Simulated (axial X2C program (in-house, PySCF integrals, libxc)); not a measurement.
**NInN⁺: bond lengths and stretches, held linear**

Aim: the two bond lengths and stretching wavenumbers of linear NInN⁺, with and without spin–orbit coupling, at PBE0, B3LYP.

The runs use an in-house X2C program for linear molecules on PySCF integrals; all-electron X2C, two-component (2c) or spin-free, N dyall-av3z, In dyall-v3z.

All values are calculated.

2 further runs of the same task are left out: 2 set aside as unsound or not needed.

## 1. Set-up

The input, task.json:

```json
{
 "zs": [
  7,
  49,
  7
 ],
 "q": 1,
 "bas": [
  "dyall-av3z",
  "dyall-v3z",
  "dyall-av3z"
 ],
 "r0": [
  1.96,
  1.96
 ],
 "symm": 1,
 "scan": [
  "PBE0",
  "HF",
  "B3LYP"
 ],
 "levels": [
  "PBE0",
  "HF",
  "TPSSh"
 ],
 "nst": 2
}
```

Keys: zs atomic numbers; q charge; bas basis sets; r0 starting distance in Å; symm equal bonds; scan levels of the two-bond scan; levels methods; nst determinants followed.

Started as:

```
python solin.py task.json out
```

Masses N 14.003, In 114.904, N 14.003 u.

## 2. Scan at PBE0, 2c

State: Ω = 2 (beyond evenly filled blocks: 2 × ω = -1/2, 2 × ω = 3/2). Energies above the lowest point, from the job's result record:

```
r(N–In) (Å)  r(In–N) (Å)  E (meV)
     2.0387       2.0387    36.48
     2.0387       2.0910    19.30
     2.0387       2.1433    38.04
     2.0910       2.0387    19.30
     2.0910       2.0910     0.00
     2.0910       2.1433    16.69
     2.0910       2.1956    61.18
     2.1433       2.0387    38.04
     2.1433       2.0910    16.69
     2.1433       2.1433    31.41
     2.1956       2.0910    61.18
     2.1956       2.1956   114.97
```

A quadratic surface with cubic terms in each bond gives the minimum at 2.091 and 2.091 Å, force constants 2.11, 2.11 and coupling -0.11 mdyn/Å.

## 3. Scan at B3LYP, 2c

State: Ω = 2 (beyond evenly filled blocks: 2 × ω = -1/2, 2 × ω = 3/2). Energies above the lowest point, from the job's result record:

```
r(N–In) (Å)  r(In–N) (Å)  E (meV)
     2.0387       2.0387    69.04
     2.0387       2.0910    35.75
     2.0387       2.1433    38.82
     2.0910       2.0387    35.75
     2.0910       2.0910     0.25
     2.0910       2.1433     1.16
     2.0910       2.1956    30.42
     2.1433       2.0387    38.82
     2.1433       2.0910     1.16
     2.1433       2.1433     0.00
     2.1956       2.0910    30.42
     2.1956       2.1956    52.61
```

A quadratic surface with cubic terms in each bond gives the minimum at 2.117 and 2.117 Å, force constants 1.9, 1.9 and coupling -0.12 mdyn/Å.

## 4. Scan at PBE0, spin-free

State: M_S = 2, Λ = 0 (beyond evenly filled blocks: 2 × π+α, 2 × π-α). Energies above the lowest point, from the job's result record:

```
r(N–In) (Å)  r(In–N) (Å)  E (meV)
     2.0387       2.0387    36.60
     2.0387       2.0910    19.36
     2.0387       2.1433    38.04
     2.0910       2.0387    19.36
     2.0910       2.0910     0.00
     2.0910       2.1433    16.63
     2.0910       2.1956    61.07
     2.1433       2.0387    38.04
     2.1433       2.0910    16.63
     2.1433       2.1433    31.29
     2.1956       2.0910    61.07
     2.1956       2.1956   114.74
```

A quadratic surface with cubic terms in each bond gives the minimum at 2.091 and 2.091 Å, force constants 2.11, 2.11 and coupling -0.11 mdyn/Å.

## 5. The levels side by side

| level | r(N–In) (Å) | r(In–N) (Å) | lower stretch (cm⁻¹) | upper stretch (cm⁻¹) |
| --- | --- | --- | --- | --- |
| PBE0, 2c | 2.091 | 2.091 | 492.3 | 579.4 |
| B3LYP, 2c | 2.117 | 2.117 | 464.8 | 552.4 |
| PBE0, spin-free | 2.091 | 2.091 | 492.2 | 579.4 |
| B3LYP, spin-free | 2.117 | 2.117 | 464.6 | 552.3 |

Scans not shown above were run alike.

**Reading.** Over the levels the N–In bond spans 2.091 to 2.117 Å and the In–N bond 2.091 to 2.117 Å. At PBE0 spin–orbit coupling leaves both bonds unchanged to 0.001 Å. Each state is one determinant, the lowest of a limited PBE0 search; the stretches come from a fit to few points and are good to some per cent at best. The stretches are sorted by size, and where the two bonds are alike the symmetric and antisymmetric modes can swap order between levels. The molecule was held linear; bending was not examined, so a bent shape may lie lower. Open-shell Ω = 0 determinants with evenly filled partner blocks cannot be reached by this program, so the Ω shown need not be the lowest component. Note: several unpaired electrons, one determinant need not be a pure state.
